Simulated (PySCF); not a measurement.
**BeP: from the state search to spectroscopic constants**

An exercise on one series of results from a longer session: the logs are not shown, and one member is left open.

Computed with PySCF 2.14.0. Level: Be STO-3G, P STO-3G, no relativity.

The first run:

The job is set up so:

```json
{
 "atoms": "Be, P",
 "charge": "0",
 "basis": "Be STO-3G, P STO-3G",
 "Hamiltonian": "no relativity",
 "basis functions": "14",
 "electrons treated": "19",
 "masses in u": "9.0122, 30.9738",
 "levels": "PBE0, PBE, r²SCAN, r²SCAN0, B3LYP, PBEsol, CAM-B3LYP, HF, MP2, SCS-MP2, CCSD, CCSD(T)",
 "grid": "80 radial by 434 angular points",
 "occupations": "held fixed by the projection of orbital angular momentum",
 "dissociation limit": "Be + P, each in its ground configuration",
 "starting distance in angstrom": "2.025",
 "values of 2S to try": "1, 3"
}
```

Command:

```console
> OMP_NUM_THREADS=1 python dia.py task.json out
```

Among the steps run: The job; First curve: PBE0; Excited determinants; PBE; r²SCAN; r²SCAN0; B3LYP (global hybrid GGA); PBEsol (GGA); CAM-B3LYP (range-separated hybrid); UHF (mean field); Correlated methods on the Hartree–Fock reference.

One table of the session follows, with a row left open; its other results are not shown here.

Energy (eV) from each level's lowest point:

| R (Å) | UHF | UHF-MP2 | UHF-SCS-MP2 | UHF-CCSD | UHF-CCSD(T) |
| --- | --- | --- | --- | --- | --- |
| 1.700 | 0.929 | 0.931 | 0.967 | n/a | n/a |
| 1.779 | 0.435 | 0.430 | 0.459 | 0.481 | 0.488 |
| 1.858 | 0.151 | 0.144 | 0.163 | 0.179 | 0.182 |
| 1.918 | ? | ? | ? | ? | ? |
| 1.977 | 0.000 | 0.000 | 0.000 | 0.002 | 0.003 |
| 2.036 | 0.011 | 0.019 | 0.008 | 0.000 | 0.000 |
| 2.115 | 0.087 | 0.107 | 0.083 | 0.056 | 0.057 |
| 2.214 | 0.246 | 0.286 | 0.246 | 0.188 | 0.193 |
| 2.333 | 0.483 | 0.554 | 0.499 | 0.390 | 0.404 |
| 2.491 | 0.801 | 0.922 | 0.856 | n/a | n/a |

**Question.** Estimate the row for R (Å) = 1.918.

Worked estimate for «UHF». A straight line through the neighbours (1.858, 0.151) and (1.977, 0.000) gives 0.151 + (0.000 − 0.151) × (1.918 − 1.858) / (1.977 − 1.858) = 0.075; a parabola fitted to 4 rows on both sides gives 0.037.

The run gave: UHF: 0.041; UHF-MP2: 0.036; UHF-SCS-MP2: 0.046; UHF-CCSD: 0.057; UHF-CCSD(T): 0.058. In «UHF» the line misses by +0.034 and the parabola by -0.004.
